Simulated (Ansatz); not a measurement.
# C6H17NSi: the cost of one run

Computed with Ansatz 0.2.0, Gaussian basis. Level: the settings change from run to run.

## (1) The relaxed structure

The structure was relaxed beforehand with PBE0-D4 in a triple-zeta def2 set.

25 atoms, charge 0, spin multiplicity 1.

Atoms are counted from 1 here; the program's logs count them from 0.

Bond lengths: C1–C2 1.525 Å, C1–H9 1.093 Å, C1–H10 1.094 Å, C1–H11 1.093 Å, C2–Si3 1.878 Å, C2–H12 1.098 Å, C2–H13 1.096 Å, Si3–N4 1.731 Å, Si3–C5 1.884 Å, Si3–C7 1.878 Å, N4–H14 1.007 Å, N4–H15 1.007 Å, C5–C6 1.525 Å, C5–H16 1.097 Å, C5–H17 1.097 Å, C6–H18 1.094 Å, C6–H19 1.093 Å, C6–H20 1.094 Å and more. Angles: C2–C1–H9 111.1°, C2–C1–H10 111.3°, C2–C1–H11 112.0°, H9–C1–H10 107.1°, H9–C1–H11 107.8°, H10–C1–H11 107.3°, C1–C2–Si3 114.4°, C1–C2–H12 110.1°, C1–C2–H13 110.5°, Si3–C2–H12 107.7°, Si3–C2–H13 108.5°, H12–C2–H13 105.2°, C2–Si3–N4 107.9°, C2–Si3–C5 108.0°, C2–Si3–C7 111.6°, N4–Si3–C5 113.6°, N4–Si3–C7 106.0°, C5–Si3–C7 109.7° and more.

## (2) wPBEh/def2-SVP

Options: charge +1, multiplicity 2.

Input file in.yaml:

```yaml
crystal:
  periodic: [false, false, false]
  atoms:
    - {symbol: C, position_ang: [1.853964, -1.982940, -1.030959]}
    - {symbol: C, position_ang: [0.791285, -1.758983, 0.040127]}
    - {symbol: Si, position_ang: [-0.318708, -0.275726, -0.268489]}
    - {symbol: N, position_ang: [-1.195482, -0.561441, -1.732976]}
    - {symbol: C, position_ang: [-1.422616, -0.050952, 1.241581]}
    - {symbol: C, position_ang: [-2.385554, 1.127577, 1.140819]}
    - {symbol: C, position_ang: [0.680755, 1.287502, -0.561590]}
    - {symbol: C, position_ang: [1.546958, 1.700785, 0.624802]}
    - {symbol: H, position_ang: [1.401146, -2.072949, -2.021292]}
    - {symbol: H, position_ang: [2.557676, -1.147043, -1.073627]}
    - {symbol: H, position_ang: [2.437232, -2.889113, -0.845591]}
    - {symbol: H, position_ang: [0.149195, -2.644995, 0.125838]}
    - {symbol: H, position_ang: [1.257258, -1.644861, 1.026020]}
    - {symbol: H, position_ang: [-1.794025, -1.366431, -1.825951]}
    - {symbol: H, position_ang: [-1.567469, 0.215597, -2.254396]}
    - {symbol: H, position_ang: [-1.983220, -0.982388, 1.389853]}
    - {symbol: H, position_ang: [-0.787284, 0.051938, 2.129771]}
    - {symbol: H, position_ang: [-3.026194, 1.040654, 0.258420]}
    - {symbol: H, position_ang: [-3.040236, 1.201524, 2.013513]}
    - {symbol: H, position_ang: [-1.848582, 2.076853, 1.057525]}
    - {symbol: H, position_ang: [-0.008162, 2.099938, -0.822702]}
    - {symbol: H, position_ang: [1.301992, 1.128972, -1.449782]}
    - {symbol: H, position_ang: [0.942401, 1.899562, 1.514020]}
    - {symbol: H, position_ang: [2.122682, 2.606062, 0.414679]}
    - {symbol: H, position_ang: [2.261688, 0.916759, 0.890785]}
basis:
  gaussian: {orbitals: def2-SVP}
total_charge: 1
magnetization: {spin_polarized: true, initial_magnetization: 1}
hamiltonian: {xc: {name: wPBEh}}
output: {forces: true}
```

Started as:

```console
$ ansatz run in.yaml --threads 4 --pin off --events-out ev --progress --plain --max-ram 46080MiB --backend cpu
```

**Question.** How long does this run take on 4 threads of AMD EPYC 7R13, shared host, and how much memory does it need?

About 16 s, with a peak of 1 GiB.
